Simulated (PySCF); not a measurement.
# C2H9GeOP: the cost of one run

The runs use PySCF 2.14.0, with density-fitted response routines of our own; the level of theory stands in each step. All values are computed, except where a source is named. Atoms are numbered from 0 throughout.

**1. The starting structure**

14 atoms, charge 0, multiplicity 1; geometry from: PBE0-D3(BJ)/def2-SVP.

Bonds of the start (Å): C0–O1 1.40, O1–Ge2 1.79, Ge2–C3 1.95, Ge2–P4 2.32, C0–H5 1.11, C0–H6 1.10, C0–H7 1.11, Ge2–H8 1.55, C3–H9 1.10, C3–H10 1.10, C3–H11 1.10, P4–H12 1.43, P4–H13 1.43.

**2. Shielding tensors: PBE0/pcSseg-1**

The job: settings as JSON, then the geometry in Å.

```
{"job": {"kind": "nmr", "xc": "PBE0", "basis": "pcSseg-1", "pop": false}, "charge": 0, "multiplicity": 1}
C     -2.236149    -0.371051    -0.212020
O     -0.958214    -0.932877    -0.187985
Ge     0.301943    -0.263439     0.889831
C      0.883547     1.463002     0.196099
P      1.930456    -1.909693     0.851995
H     -2.239333     0.680822    -0.561945
H     -2.863468    -0.950071    -0.909017
H     -2.730988    -0.393836     0.779253
H     -0.306273    -0.118260     2.307408
H      1.684834     1.877750     0.825089
H      0.046603     2.177531     0.181821
H      1.263067     1.340993    -0.828370
H      2.312377    -1.577200    -0.485038
H      2.910452    -1.038137     1.425511
```

With the program's defaults for keys left out, this is: GIAO PBE0/pcSseg-1 NMR shielding, non-relativistic, gas phase.

On the command line:

```bash
OMP_NUM_THREADS=1 python probes_run.py task.json out
```

This one command runs all jobs of the session in turn.

Q: Estimate the wall time and peak memory of this first job on 1 thread of Arm Neoverse V1, shared host.

About 18 s, with a peak of 0.88 GiB.
